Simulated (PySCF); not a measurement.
**A gas-phase reaction: H4O2Si + BrH → BrH3OSi + H2O**

Wanted: the reaction energy for `O[SiH2]O` + `Br` → `O[SiH2]Br` + `O`.

Computed with PySCF 2.14.0; each step states its level. No surroundings beyond the atoms listed, unless a continuum is named. Atoms count from 0, parts from 1.

## (1) Starting point

Each species was relaxed by itself at PBE0-D3(BJ)/def2-SVPD.

## (2) Reaction energy: wB97M-D3(BJ)/def2-TZVPD

What the job is given:

```
{"job": {"kind": "react", "xc": "wB97M-D3(BJ)", "basis": "def2-TZVPD"}, "charge": 0, "multiplicity": 1}
-1 H4O2Si charge 0 multiplicity 1
O      0.455330    -1.486040    -0.355060
Si    -0.371990    -0.069080    -0.098740
O      0.721430     1.194970    -0.130340
H      1.145290    -1.730030     0.265990
H     -1.340820     0.009570    -1.220240
H     -1.063610    -0.056260     1.225820
H      0.500980     1.999420     0.343560

-1 BrH charge 0 multiplicity 1
Br     0.715020     0.001460    -0.005890
H     -0.708680     0.001190     0.005630

+1 BrH3OSi charge 0 multiplicity 1
O     -0.679120     1.092310     0.090540
Si     0.120920    -0.319620    -0.265860
Br     0.240110    -1.637980     1.534720
H     -0.371890     1.626570     0.827270
H      1.525360    -0.076200    -0.687290
H     -0.695370    -0.997520    -1.298220

+1 H2O charge 0 multiplicity 1
O     -0.004190     0.389260    -0.009700
H     -0.760740    -0.202840     0.005560
H      0.764970    -0.186390     0.004120
```

With the program's defaults for keys left out, this is: wB97M-D3(BJ)/def2-TZVPD reaction energy of separated species, gas phase.

Launch:

```
$ OMP_NUM_THREADS=1 python cluster_run.py task.json out
```

One launch serves the whole session: the jobs run in the order shown.

Log:

```text
species 1 (H4O2Si)
coarse grid: 26664 points
cycle   1  E = -442.4398789482  dE =  1.443e-01  |g| = 8.964e-01  |ddm| = 1.860e+00
cycle   2  E = -442.4083801914  dE =  3.150e-02  |g| = 1.040e+00  |ddm| = 9.827e-01
cycle   3  E = -442.5865409071  dE = -1.782e-01  |g| = 3.824e-02  |ddm| = 4.990e-01
cycle   4  E = -442.5869011592  dE = -3.603e-04  |g| = 1.036e-02  |ddm| = 4.851e-02
cycle   5  E = -442.5869295437  dE = -2.838e-05  |g| = 3.813e-03  |ddm| = 1.427e-02
cycle   6  E = -442.5869319399  dE = -2.396e-06  |g| = 1.940e-03  |ddm| = 3.703e-03
final grid: 55832 points
cycle   7  E = -442.5868909978  dE =  1.338e-09  |g| = 2.262e-03  |ddm| = 2.760e-03
cycle   8  E = -442.5868906797  dE =  3.182e-07  |g| = 2.693e-03  |ddm| = 2.125e-03
cycle   9  E = -442.5868918192  dE = -1.140e-06  |g| = 3.637e-05  |ddm| = 1.137e-03
cycle  10  E = -442.5868918205  dE = -1.289e-09  |g| = 1.086e-05  |ddm| = 9.712e-05
cycle  11  E = -442.5868918205  dE = -4.434e-11  |g| = 5.019e-06  |ddm| = 1.201e-05
converged SCF energy = -442.5868918205

species 2 (BrH)
coarse grid: 9808 points
cycle   1  E = -2574.7444818212  dE = -1.115e+00  |g| = 2.814e-01  |ddm| = 9.887e-01
cycle   2  E = -2574.7574488451  dE = -1.297e-02  |g| = 1.487e-01  |ddm| = 2.655e-01
cycle   3  E = -2574.7608846310  dE = -3.436e-03  |g| = 8.656e-03  |ddm| = 8.708e-02
cycle   4  E = -2574.7609219957  dE = -3.736e-05  |g| = 2.523e-03  |ddm| = 1.268e-02
cycle   5  E = -2574.7609264261  dE = -4.430e-06  |g| = 6.498e-04  |ddm| = 4.934e-03
final grid: 18448 points
cycle   6  E = -2574.7609111138  dE = -1.923e-07  |g| = 3.884e-04  |ddm| = 9.238e-04
cycle   7  E = -2574.7609111414  dE = -2.762e-08  |g| = 2.730e-04  |ddm| = 3.937e-04
cycle   8  E = -2574.7609111485  dE = -7.072e-09  |g| = 3.378e-05  |ddm| = 1.359e-04
cycle   9  E = -2574.7609111495  dE = -1.038e-09  |g| = 1.120e-05  |ddm| = 6.292e-05
cycle  10  E = -2574.7609111496  dE = -4.684e-11  |g| = 1.703e-06  |ddm| = 1.292e-05
converged SCF energy = -2574.7609111496

species 3 (BrH3OSi)
coarse grid: 26344 points
cycle   1  E = -2940.7777611804  dE = -9.204e-01  |g| = 7.065e-01  |ddm| = 1.894e+00
cycle   2  E = -2940.7661143205  dE =  1.165e-02  |g| = 7.897e-01  |ddm| = 8.067e-01
cycle   3  E = -2940.8699885013  dE = -1.039e-01  |g| = 6.532e-02  |ddm| = 4.140e-01
cycle   4  E = -2940.8707663199  dE = -7.778e-04  |g| = 1.595e-02  |ddm| = 5.888e-02
cycle   5  E = -2940.8708367695  dE = -7.045e-05  |g| = 4.790e-03  |ddm| = 1.819e-02
cycle   6  E = -2940.8708430287  dE = -6.259e-06  |g| = 1.263e-03  |ddm| = 6.317e-03
final grid: 52328 points
cycle   7  E = -2940.8708036977  dE = -4.805e-07  |g| = 9.195e-04  |ddm| = 2.706e-03
cycle   8  E = -2940.8708037785  dE = -8.083e-08  |g| = 7.733e-04  |ddm| = 1.132e-03
cycle   9  E = -2940.8708038521  dE = -7.352e-08  |g| = 8.082e-05  |ddm| = 4.555e-04
cycle  10  E = -2940.8708038554  dE = -3.341e-09  |g| = 6.040e-05  |ddm| = 1.302e-04
cycle  11  E = -2940.8708038567  dE = -1.241e-09  |g| = 6.253e-06  |ddm| = 8.629e-05
cycle  12  E = -2940.8708038567  dE = -2.046e-11  |g| = 2.173e-06  |ddm| = 9.427e-06
converged SCF energy = -2940.8708038567

species 4 (H2O)
coarse grid: 10128 points
cycle   1  E = -76.4117498525  dE = -7.454e-02  |g| = 5.872e-01  |ddm| = 8.994e-01
cycle   2  E = -76.4087420535  dE =  3.008e-03  |g| = 6.461e-01  |ddm| = 5.038e-01
cycle   3  E = -76.4759336662  dE = -6.719e-02  |g| = 2.731e-02  |ddm| = 2.374e-01
cycle   4  E = -76.4760588705  dE = -1.252e-04  |g| = 5.497e-03  |ddm| = 1.609e-02
cycle   5  E = -76.4760675474  dE = -8.677e-06  |g| = 8.214e-04  |ddm| = 5.831e-03
final grid: 21952 points
cycle   6  E = -76.4760630388  dE = -1.976e-07  |g| = 5.844e-04  |ddm| = 1.373e-03
cycle   7  E = -76.4760630456  dE = -6.841e-09  |g| = 6.467e-04  |ddm| = 6.469e-04
cycle   8  E = -76.4760631092  dE = -6.365e-08  |g| = 3.199e-05  |ddm| = 2.236e-04
cycle   9  E = -76.4760631101  dE = -8.232e-10  |g| = 4.133e-06  |ddm| = 1.105e-04
converged SCF energy = -76.4760631101

Reaction energy = 0.404 kcal/mol
```

Wall time 18 s (1 thread of Arm Neoverse V2, shared host); peak memory 0.6 GiB.

Species by species (with the dispersion term, which the log's SCF energies lack):

| ν | species | energy (Eh) | HOMO (eV) |
| --- | --- | --- | --- |
| -1 | O[SiH2]O | -442.59202 | -11.08 |
| -1 | Br | -2574.76148 | -11.15 |
| +1 | O[SiH2]Br | -2940.87604 | -10.75 |
| +1 | O | -76.47682 | -11.72 |

## (3) Energies of the species: PBE0-D3(BJ)/def2-TZVPD

Settings changed since step 2:

```diff
@@ -1,2 +1,2 @@
-{"job": {"kind": "react", "xc": "wB97M-D3(BJ)", "basis": "def2-TZVPD"}, "charge": 0, "multiplicity": 1}
+{"job": {"kind": "react", "xc": "PBE0", "basis": "def2-TZVPD", "disp": "d3bj"}, "charge": 0, "multiplicity": 1}
 -1 H4O2Si charge 0 multiplicity 1
```

Method: PBE0-D3(BJ)/def2-TZVPD reaction energy of separated species, gas phase.

Log:

```text
species 1 (H4O2Si)
coarse grid: 6280 points
cycle   1  E = -442.0680498226  dE =  2.185e-01  |g| = 9.689e-01  |ddm| = 1.922e+00
cycle   2  E = -441.7564716187  dE =  3.116e-01  |g| = 1.608e+00  |ddm| = 1.321e+00
cycle   3  E = -442.2313249661  dE = -4.749e-01  |g| = 6.275e-02  |ddm| = 8.620e-01
cycle   4  E = -442.2321550700  dE = -8.301e-04  |g| = 1.663e-02  |ddm| = 5.088e-02
cycle   5  E = -442.2321891734  dE = -3.410e-05  |g| = 1.030e-02  |ddm| = 1.403e-02
cycle   6  E = -442.2322071621  dE = -1.799e-05  |g| = 1.360e-03  |ddm| = 5.332e-03
cycle   7  E = -442.2322075056  dE = -3.435e-07  |g| = 2.997e-04  |ddm| = 1.111e-03
final grid: 55832 points
cycle   8  E = -442.2309031777  dE = -2.034e-05  |g| = 4.698e-03  |ddm| = 1.915e-02
cycle   9  E = -442.2308984284  dE =  4.749e-06  |g| = 6.958e-03  |ddm| = 5.644e-03
cycle  10  E = -442.2309065452  dE = -8.117e-06  |g| = 3.154e-04  |ddm| = 3.464e-03
cycle  11  E = -442.2309065611  dE = -1.593e-08  |g| = 4.292e-05  |ddm| = 1.847e-04
cycle  12  E = -442.2309065614  dE = -2.508e-10  |g| = 1.470e-05  |ddm| = 2.947e-05
converged SCF energy = -442.2309065614

species 2 (BrH)
coarse grid: 9808 points
cycle   1  E = -2574.4494536307  dE = -1.081e+00  |g| = 2.724e-01  |ddm| = 1.042e+00
cycle   2  E = -2574.4540918816  dE = -4.638e-03  |g| = 1.699e-01  |ddm| = 2.601e-01
cycle   3  E = -2574.4588662062  dE = -4.774e-03  |g| = 3.007e-02  |ddm| = 1.194e-01
cycle   4  E = -2574.4590976856  dE = -2.315e-04  |g| = 4.156e-03  |ddm| = 2.212e-02
cycle   5  E = -2574.4591016880  dE = -4.002e-06  |g| = 1.311e-03  |ddm| = 4.270e-03
final grid: 18448 points
cycle   6  E = -2574.4591028098  dE = -7.033e-08  |g| = 1.375e-03  |ddm| = 2.024e-03
cycle   7  E = -2574.4591028241  dE = -1.434e-08  |g| = 1.399e-03  |ddm| = 1.791e-03
cycle   8  E = -2574.4591030450  dE = -2.209e-07  |g| = 5.149e-05  |ddm| = 8.398e-04
cycle   9  E = -2574.4591030457  dE = -6.944e-10  |g| = 1.026e-05  |ddm| = 4.413e-05
converged SCF energy = -2574.4591030457

species 3 (BrH3OSi)
coarse grid: 26344 points
cycle   1  E = -2940.2187909015  dE = -8.824e-01  |g| = 7.492e-01  |ddm| = 1.950e+00
cycle   2  E = -2940.0333904532  dE =  1.854e-01  |g| = 1.224e+00  |ddm| = 1.039e+00
cycle   3  E = -2940.3089800048  dE = -2.756e-01  |g| = 1.069e-01  |ddm| = 7.166e-01
cycle   4  E = -2940.3110404626  dE = -2.060e-03  |g| = 2.227e-02  |ddm| = 8.733e-02
cycle   5  E = -2940.3111410708  dE = -1.006e-04  |g| = 1.335e-02  |ddm| = 2.960e-02
cycle   6  E = -2940.3111825574  dE = -4.149e-05  |g| = 1.261e-03  |ddm| = 1.112e-02
cycle   7  E = -2940.3111828942  dE = -3.368e-07  |g| = 3.296e-04  |ddm| = 1.333e-03
final grid: 52328 points
cycle   8  E = -2940.3111611113  dE = -4.064e-08  |g| = 3.012e-04  |ddm| = 1.814e-03
cycle   9  E = -2940.3111611143  dE = -2.948e-09  |g| = 2.862e-04  |ddm| = 4.302e-04
cycle  10  E = -2940.3111611274  dE = -1.307e-08  |g| = 3.008e-05  |ddm| = 1.928e-04
cycle  11  E = -2940.3111611275  dE = -1.496e-10  |g| = 7.397e-06  |ddm| = 1.826e-05
converged SCF energy = -2940.3111611275

species 4 (H2O)
coarse grid: 2328 points
cycle   1  E = -76.3044301977  dE = -5.306e-03  |g| = 6.571e-01  |ddm| = 9.011e-01
cycle   2  E = -76.1882068191  dE =  1.162e-01  |g| = 1.036e+00  |ddm| = 7.256e-01
cycle   3  E = -76.3820309148  dE = -1.938e-01  |g| = 3.132e-02  |ddm| = 4.396e-01
cycle   4  E = -76.3822132224  dE = -1.823e-04  |g| = 5.864e-03  |ddm| = 1.606e-02
cycle   5  E = -76.3822183616  dE = -5.139e-06  |g| = 7.850e-04  |ddm| = 2.507e-03
final grid: 21952 points
cycle   6  E = -76.3808944472  dE = -1.509e-05  |g| = 3.445e-03  |ddm| = 9.291e-03
cycle   7  E = -76.3808924863  dE =  1.961e-06  |g| = 4.747e-03  |ddm| = 3.316e-03
cycle   8  E = -76.3808961937  dE = -3.707e-06  |g| = 2.519e-04  |ddm| = 1.963e-03
cycle   9  E = -76.3808962044  dE = -1.062e-08  |g| = 2.397e-05  |ddm| = 1.100e-04
cycle  10  E = -76.3808962045  dE = -1.118e-10  |g| = 3.292e-06  |ddm| = 1.513e-05
converged SCF energy = -76.3808962045

Reaction energy = -1.774 kcal/mol
```

It took 7.8 s on 1 thread of Arm Neoverse V2, shared host; peak memory 0.58 GiB.

Reaction energy at this level: -1.77 kcal/mol.

## (4) Reaction energy: MP2/def2-TZVPD

Settings changed since step 3:

```diff
@@ -1,2 +1,2 @@
-{"job": {"kind": "react", "xc": "PBE0", "basis": "def2-TZVPD", "disp": "d3bj"}, "charge": 0, "multiplicity": 1}
+{"job": {"kind": "react", "xc": "MP2", "basis": "def2-TZVPD"}, "charge": 0, "multiplicity": 1}
 -1 H4O2Si charge 0 multiplicity 1
```

With the program's defaults for keys left out, this is: MP2/def2-TZVPD reaction energy of separated species, gas phase.

Log:

```text
species 1 (H4O2Si)
final grid: 55832 points
cycle   1  E = -441.0730663105  dE =  1.850e-02  |g| = 6.793e-01  |ddm| = 1.819e+00
cycle   2  E = -441.1372180632  dE = -6.415e-02  |g| = 4.229e-01  |ddm| = 5.736e-01
cycle   3  E = -441.1667455336  dE = -2.953e-02  |g| = 4.742e-02  |ddm| = 2.167e-01
cycle   4  E = -441.1674403950  dE = -6.949e-04  |g| = 8.568e-03  |ddm| = 5.609e-02
cycle   5  E = -441.1674709982  dE = -3.060e-05  |g| = 1.646e-03  |ddm| = 1.442e-02
cycle   6  E = -441.1674723516  dE = -1.353e-06  |g| = 5.967e-04  |ddm| = 3.118e-03
cycle   7  E = -441.1674724735  dE = -1.219e-07  |g| = 2.410e-04  |ddm| = 6.094e-04
cycle   8  E = -441.1674724960  dE = -2.248e-08  |g| = 6.017e-05  |ddm| = 2.590e-04
cycle   9  E = -441.1674724979  dE = -1.929e-09  |g| = 1.353e-05  |ddm| = 9.835e-05
cycle  10  E = -441.1674724980  dE = -1.095e-10  |g| = 3.013e-06  |ddm| = 2.744e-05
converged SCF energy = -441.1674724980

species 2 (BrH)
final grid: 18448 points
cycle   1  E = -2572.9852623711  dE = -1.144e+00  |g| = 2.202e-01  |ddm| = 9.640e-01
cycle   2  E = -2572.9999186893  dE = -1.466e-02  |g| = 7.760e-02  |ddm| = 2.157e-01
cycle   3  E = -2573.0014424549  dE = -1.524e-03  |g| = 1.588e-02  |ddm| = 5.815e-02
cycle   4  E = -2573.0016143537  dE = -1.719e-04  |g| = 5.005e-03  |ddm| = 1.886e-02
cycle   5  E = -2573.0016334793  dE = -1.913e-05  |g| = 1.691e-03  |ddm| = 6.805e-03
cycle   6  E = -2573.0016348822  dE = -1.403e-06  |g| = 3.418e-04  |ddm| = 2.059e-03
cycle   7  E = -2573.0016349558  dE = -7.362e-08  |g| = 5.979e-05  |ddm| = 6.414e-04
cycle   8  E = -2573.0016349573  dE = -1.431e-09  |g| = 8.468e-06  |ddm| = 8.660e-05
cycle   9  E = -2573.0016349573  dE = -5.275e-11  |g| = 1.310e-06  |ddm| = 1.889e-05
converged SCF energy = -2573.0016349573

species 3 (BrH3OSi)
final grid: 52328 points
cycle   1  E = -2938.0340144095  dE = -9.990e-01  |g| = 5.487e-01  |ddm| = 1.845e+00
cycle   2  E = -2938.0849229551  dE = -5.091e-02  |g| = 3.269e-01  |ddm| = 5.085e-01
cycle   3  E = -2938.1038395188  dE = -1.892e-02  |g| = 4.835e-02  |ddm| = 1.919e-01
cycle   4  E = -2938.1045380545  dE = -6.985e-04  |g| = 1.265e-02  |ddm| = 5.464e-02
cycle   5  E = -2938.1045988027  dE = -6.075e-05  |g| = 3.186e-03  |ddm| = 1.627e-02
cycle   6  E = -2938.1046037074  dE = -4.905e-06  |g| = 1.016e-03  |ddm| = 4.730e-03
cycle   7  E = -2938.1046043790  dE = -6.717e-07  |g| = 3.525e-04  |ddm| = 1.595e-03
cycle   8  E = -2938.1046044704  dE = -9.139e-08  |g| = 1.057e-04  |ddm| = 6.040e-04
cycle   9  E = -2938.1046044778  dE = -7.360e-09  |g| = 1.945e-05  |ddm| = 2.075e-04
cycle  10  E = -2938.1046044780  dE = -2.738e-10  |g| = 3.883e-06  |ddm| = 4.629e-05
converged SCF energy = -2938.1046044780

species 4 (H2O)
final grid: 21952 points
cycle   1  E = -76.0248940146  dE = -1.467e-01  |g| = 4.364e-01  |ddm| = 8.776e-01
cycle   2  E = -76.0503801533  dE = -2.549e-02  |g| = 2.594e-01  |ddm| = 2.972e-01
cycle   3  E = -76.0608893538  dE = -1.051e-02  |g| = 2.594e-02  |ddm| = 1.025e-01
cycle   4  E = -76.0610467152  dE = -1.574e-04  |g| = 5.694e-03  |ddm| = 1.523e-02
cycle   5  E = -76.0610610835  dE = -1.437e-05  |g| = 1.176e-03  |ddm| = 5.302e-03
cycle   6  E = -76.0610619733  dE = -8.898e-07  |g| = 2.235e-04  |ddm| = 1.658e-03
cycle   7  E = -76.0610620100  dE = -3.671e-08  |g| = 3.304e-05  |ddm| = 3.733e-04
cycle   8  E = -76.0610620106  dE = -6.654e-10  |g| = 4.159e-06  |ddm| = 3.886e-05
converged SCF energy = -76.0610620106

Reaction energy = -0.454 kcal/mol
```

It took 3.7 s on 1 thread of Arm Neoverse V2, shared host; peak memory 0.42 GiB.

Reaction energy at this level: -0.45 kcal/mol.

## (5) Comparing the runs

Energies in kcal/mol, with wall time:

| run | reaction | time |
| --- | --- | --- |
| wB97M-D3(BJ)/def2-TZVPD | 0.40 | 18 s |
| PBE0-D3(BJ)/def2-TZVPD | -1.77 | 7.8 s |
| MP2/def2-TZVPD | -0.45 | 3.7 s |

## (6) Outcome

| quantity | value |
| --- | --- |
| reaction energy (wB97M-D3(BJ)/def2-TZVPD) | 0.40 kcal/mol |
| ΔH, ΔG at 298 K (xTB thermal terms) | +2.3, +2.1 kcal/mol |
| range of the reaction energy over the runs of this table | -1.77 to 0.40 kcal/mol |

What this shows: The reaction is endothermic by 2.3 kcal/mol in the gas phase; dispersion gives -0.18, and xTB itself gave 5.39 for the electronic energy (xTB energies and thermal terms come from the earlier relaxation of each species, not shown). No barrier was sought. The reaction energy runs from -1.77 (PBE0-D3(BJ)/def2-TZVPD) to 0.40 kcal/mol (wB97M-D3(BJ)/def2-TZVPD).
